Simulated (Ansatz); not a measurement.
# H2CO2: the cost of one run

Method: DFT PBE+D3(BJ), plane waves, PAW, scalar-relativistic, no spin polarisation, in Ansatz 0.2.0.

### Step 1. Starting point

The cell holds 40 atoms (C8H16O16): a = 7.388 Å, b = 7.388 Å, c = 7.388 Å, α = 90.00°, β = 90.00°, γ = 90.00°.

Its coordinates follow in the input file.

### Step 2. Preparing the start

Input file input.yaml:

```yaml
accuracy: low
crystal:
  lattice:
    - [7.387659, 0.0, 0.0]
    - [0.0, 7.387659, 0.0]
    - [0.0, 0.0, 7.387659]
  atoms:
    - { symbol: O, position: [-0.0469743, 0.6065515, 0.8064771] }
    - { symbol: C, position: [0.0023305, 0.7693606, 0.8734049] }
    - { symbol: O, position: [0.1373542, 0.797953, 0.9622002] }
    - { symbol: H, position: [0.0472042, 0.521202, 0.8445679] }
    - { symbol: H, position: [-0.0985804, 0.8711124, 0.8349237] }
    - { symbol: O, position: [-0.0513925, 0.4571282, 0.2825904] }
    - { symbol: C, position: [0.0292543, 0.6208557, 0.2722705] }
    - { symbol: O, position: [0.161203, 0.666683, 0.3584268] }
    - { symbol: H, position: [0.0182069, 0.3875143, 0.3715561] }
    - { symbol: H, position: [-0.0431256, 0.7053836, 0.1741204] }
    - { symbol: O, position: [0.6704892, 0.0040411, 0.4799607] }
    - { symbol: C, position: [0.842058, 0.0512947, 0.5217737] }
    - { symbol: O, position: [0.9578001, -0.0516893, 0.5759179] }
    - { symbol: H, position: [0.661864, -0.1264308, 0.5024942] }
    - { symbol: H, position: [0.8600414, 0.1968304, 0.4991196] }
    - { symbol: O, position: [0.0965117, 0.1504641, 0.8639557] }
    - { symbol: C, position: [0.2482907, 0.2203284, 0.789799] }
    - { symbol: O, position: [0.3140942, 0.3655715, 0.8286303] }
    - { symbol: H, position: [0.0541288, 0.2401418, 0.9520842] }
    - { symbol: H, position: [0.3023401, 0.1253776, 0.6893986] }
    - { symbol: O, position: [0.3086684, 0.3700652, 0.2077166] }
    - { symbol: C, position: [0.4451112, 0.4916958, 0.210252] }
    - { symbol: O, position: [0.6047649, 0.4543223, 0.2171405] }
    - { symbol: H, position: [0.3660254, 0.2505149, 0.2125074] }
    - { symbol: H, position: [0.388937, 0.6289378, 0.20512] }
    - { symbol: O, position: [0.5091368, 0.7049171, 0.9138375] }
    - { symbol: C, position: [0.5809336, 0.7180705, 0.7462389] }
    - { symbol: O, position: [0.6674375, 0.6005655, 0.6711179] }
    - { symbol: H, position: [0.5416866, 0.5842173, 0.9583023] }
    - { symbol: H, position: [0.5487753, 0.8511886, 0.6891193] }
    - { symbol: O, position: [0.4343346, 0.898743, 0.1181636] }
    - { symbol: C, position: [0.5114689, 1.0323734, 0.0201314] }
    - { symbol: O, position: [0.6583205, 1.0990365, 0.0505317] }
    - { symbol: H, position: [0.5205163, 0.8697179, 0.2147829] }
    - { symbol: H, position: [0.4207159, 1.0708619, -0.0907729] }
    - { symbol: O, position: [0.1909286, 0.340138, 0.5269397] }
    - { symbol: C, position: [0.358561, 0.4111808, 0.5105269] }
    - { symbol: O, position: [0.4955252, 0.3247536, 0.483981] }
    - { symbol: H, position: [0.205181, 0.2089531, 0.5130674] }
    - { symbol: H, position: [0.3512414, 0.55868, 0.5249366] }
basis:
  ecutwfc: 420.0
kpoints:
  mp_grid: { grid: [1, 1, 1] }
hamiltonian:
  xc: pbe
  dispersion: d3bj
scf:
  occupations: { method: fermi_dirac, width: 0.05 }
  lower_state_search: "off"
relax:
  f_tol: 0.3
  max_steps: 15
  adjacent_minimum: "off"
```

Command:

```sh
ansatz run input.yaml --threads 1 --pin off --max-ram 3072MiB --backend cpu --events-out ev --progress --plain --runs-dir out
```

Q: Estimate wall time and peak memory on 1 thread of Arm Neoverse V2, shared host.

About 51 s, with a peak of 0.43 GiB.
